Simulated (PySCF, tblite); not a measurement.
**C₃H₁₃NSi₃: geometry, infrared bands and NMR shifts**

Aim: predict the infrared bands and NMR shifts of C₃H₁₃NSi₃ (`[SiH3]N([SiH3])C1C[SiH2]C1`).

Computed with tblite 0.8.0 and PySCF 2.14.0, with density-fitted response routines of our own, on a single molecule in the gas phase. Atoms are numbered from 0 throughout.

### Step 1. Starting geometry

20 atoms, charge 0, multiplicity 1; geometry from: force field or distance geometry start.

Bonds of the start (Å): Si0–N1 1.79, N1–Si2 1.81, N1–C3 1.44, C3–C4 1.50, C4–Si5 1.83, Si5–C6 1.89, C6–C3 1.49, Si0–H7 1.48, Si0–H8 1.48, Si0–H9 1.48, Si2–H10 1.47, Si2–H11 1.45, Si2–H12 1.48, C3–H13 1.12, C4–H14 1.10, C4–H15 1.11, Si5–H16 1.45, Si5–H17 1.45, C6–H18 1.13, C6–H19 1.09.

### Step 2. Optimising the geometry with GFN2-xTB

What the job is given:

```
{"job": {"kind": "relax", "xc": "GFN2-xTB", "basis": "xTB"}, "charge": 0, "multiplicity": 1}
Si     1.383900     1.673000    -0.429500
N      0.919900    -0.052100    -0.585500
Si     2.310000    -0.955000     0.147200
C     -0.296400    -0.198900     0.162200
C     -1.383000     0.680900    -0.393900
Si    -2.622300    -0.332700     0.493100
C     -1.172300    -1.370800    -0.132100
H      0.595500     2.313800     0.652400
H      1.067000     2.423800    -1.664800
H      2.813100     1.789900    -0.079500
H      2.417700    -2.310100    -0.410800
H      2.124300    -1.040300     1.585400
H      3.576800    -0.256900    -0.146100
H     -0.063800    -0.014700     1.237100
H     -1.222900     1.718800    -0.080700
H     -1.457000     0.637700    -1.499500
H     -3.886800    -0.601700    -0.170900
H     -2.715600    -0.218900     1.934700
H     -1.066900    -2.254200     0.559200
H     -1.326400    -1.620900    -1.181100
```

Launch:

```
> OMP_NUM_THREADS=1 python probes_run.py task.json out
```

One launch serves the whole session: the jobs run in the order shown.

**Question.** This job is followed by: GFN2-xTB harmonic vibrations, gas phase; GIAO PBE0/pcSseg-1 NMR shielding, non-relativistic, gas phase. What will the session give for the following? strongest single infrared mode (GFN2-xTB); zero-point energy (GFN2-xTB); ¹³C shifts against TMS (PBE0/pcSseg-1, means over atoms taken as alike); ¹H shifts against TMS (PBE0/pcSseg-1, means over atoms taken as alike); ²⁹Si shifts against TMS (PBE0/pcSseg-1, means over atoms taken as alike); ¹⁵N shifts against NH3 (PBE0/pcSseg-1).

The runs gave:

| quantity | value |
| --- | --- |
| strongest single infrared mode (GFN2-xTB) | 2205 cm⁻¹, 719 km/mol |
| zero-point energy (GFN2-xTB) | 88.9 kcal/mol |
| ¹³C shifts against TMS (PBE0/pcSseg-1, means over atoms taken as alike) | 54.8, 23.3 ppm |
| ¹H shifts against TMS (PBE0/pcSseg-1, means over atoms taken as alike) | 4.72, 4.63, 4.41, 3.54, 2.26, 1.49 ppm |
| ²⁹Si shifts against TMS (PBE0/pcSseg-1, means over atoms taken as alike) | -57.4, -57.4 ppm |
| ¹⁵N shifts against NH3 (PBE0/pcSseg-1) | 25.1 ppm |

Over 259 steps the energy fell by 1.813 eV; of the close pairs, N1–Si2 changed most, 1.812 to 1.733 Å. All 54 modes are real, so the xTB geometry is a minimum. The strongest single mode, at 2205 cm⁻¹, moves mainly H7. Unscaled tight-binding wavenumbers are off by several per cent, some by more. Its intensities can rank the bands wrongly. C3 (sp3 CH bonded to N) lies farthest downfield among carbon, at 54.8 ppm; deshielded by the electronegative neighbour. At PBE0/pcSseg-1: The widest tensor belongs to N1: span 117 ppm, with a paramagnetic part of -87 ppm.
